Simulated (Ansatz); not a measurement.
Al, space group P6_3/mmc: relaxations under a series of pressures, run with Ansatz's Python interface.

Script `compress.py`:
```python
# -*- coding: utf-8 -*-
'''Volume and enthalpy of Al against pressure.'''

import argparse

import ansatz as az
from ase import Atoms
import numpy as np
import pandas as pd

parser = argparse.ArgumentParser(description='Volume and enthalpy of Al against pressure.')
parser.add_argument('--cutoff-ev', type=float, required=True, help='plane-wave cutoff (eV)')
parser.add_argument('--mesh', type=int, nargs=3, default=[9, 9, 3], help='k-point sampling')
parser.add_argument('--occupations', required=True, help='how the bands are filled')
args = parser.parse_args()

def edges_and_angles(cell):
    cell = np.asarray(cell)
    a, b, c = np.linalg.norm(cell, axis=1)
    cosines = cell[1] @ cell[2] / (b * c), cell[0] @ cell[2] / (a * c), cell[0] @ cell[1] / (a * b)
    return (a, b, c, *np.degrees(np.arccos(cosines)))


def main():
    atoms = Atoms(
        ['Al', 'Al', 'Al', 'Al'],
        scaled_positions=[
            (0.0, 0.0, 0.0),
            (1 / 3, 2 / 3, 0.25),
            (0.0, 0.0, 0.5),
            (2 / 3, 1 / 3, 0.75),
        ],
        cell=[
            (2.827077, 0.0, 0.0),
            (-1.413539, 2.448321, 0.0),
            (0.0, 0.0, 9.185993),
        ],
        pbc=True,
    )
    structure = az.Crystal.from_ase(atoms)

    job = (
        structure.calculation()
        .functional(az.Functional.PBESOL)
        .pseudopotentials('paw')
        .basis(args.cutoff_ev)
        .kpoints(mesh=args.mesh)  # the mesh must be finer for metals
        .occupations(args.occupations)  # smearing steadies the SCF of a metal
    )

    # H = F + PV, with 1 GPa A^3 = 1/160.21766 eV
    rows = []
    for pressure in [0, 10, 20, 30, 40]:
        outcome = job.relax(cell=True, pressure=pressure).run(threads=1, pin='off')
        cell = outcome.lattice.cell_ang
        n_atoms = len(outcome.lattice.sites)
        volume = abs(np.linalg.det(cell)) / n_atoms
        enthalpy = outcome.report['free_energy_ev'] / n_atoms + pressure * volume / 160.21766
        rows.append((pressure, volume, enthalpy, *edges_and_angles(cell)))
        print(f'{pressure} GPa done: {volume:.4f} A^3/atom')

    table = pd.DataFrame(rows, columns=['P_GPa', 'V_A3_atom', 'H_eV_atom', 'a', 'b', 'c', 'alpha', 'beta', 'gamma'])
    print(table.round(4).to_string(index=False))
    p, v = np.array([row[0] for row in rows], float), np.array([row[1] for row in rows])
    print('mean bulk modulus between rows (GPa):', np.round(-np.diff(p) / np.diff(np.log(v)), 1))


if __name__ == '__main__':
    main()
```

How far does the cell shrink over this series of pressures, and what bulk modulus does the first step imply?

The volume falls from 16.22 Å³ an atom at 0 GPa to 12.37 at 40 GPa, by 23.7 %. Between 0 and 10 GPa, -V dP/dV is about 100 GPa, a mean over that step.

What the script printed:

`python compress.py --cutoff-ev 470.0 --occupations cold` gives:
```text
0 GPa done: 16.2182 A^3/atom
10 GPa done: 14.6783 A^3/atom
20 GPa done: 13.6912 A^3/atom
30 GPa done: 12.9555 A^3/atom
40 GPa done: 12.3679 A^3/atom
 P_GPa  V_A3_atom  H_eV_atom      a      b      c  alpha  beta  gamma
     0    16.2182  -524.5337 2.8245 2.8245 9.3896   90.0  90.0  120.0
    10    14.6783  -523.5735 2.7403 2.7403 9.0282   90.0  90.0  120.0
    20    13.6912  -522.6900 2.6797 2.6797 8.8066   90.0  90.0  120.0
    30    12.9555  -521.8593 2.6316 2.6316 8.6406   90.0  90.0  120.0
    40    12.3679  -521.0696 2.5915 2.5915 8.5058   90.0  90.0  120.0
mean bulk modulus between rows (GPa): [100.2 143.6 181.1 215.4]
```

Reading the output:
- Absolute energies stand on the zero of these potentials, so only differences at equal settings mean something.
- At a fixed pressure a relaxation lowers the enthalpy F + PV, while F alone can rise.
- For a metal this k-point mesh is coarse: on a finer one energies can move by several to tens of meV an atom and pressures by half a GPa or more, differences at one mesh by less.
- This isn't the structure that Al takes at ambient conditions.
- Symmetry holds the cell in this phase, whether or not it is the stable one at each pressure.
- By the engine's processor time: 21 s on 1 thread of Intel(R) Xeon(R) Processor @ 2.30GHz (shared host), peak memory 0.56 GiB.
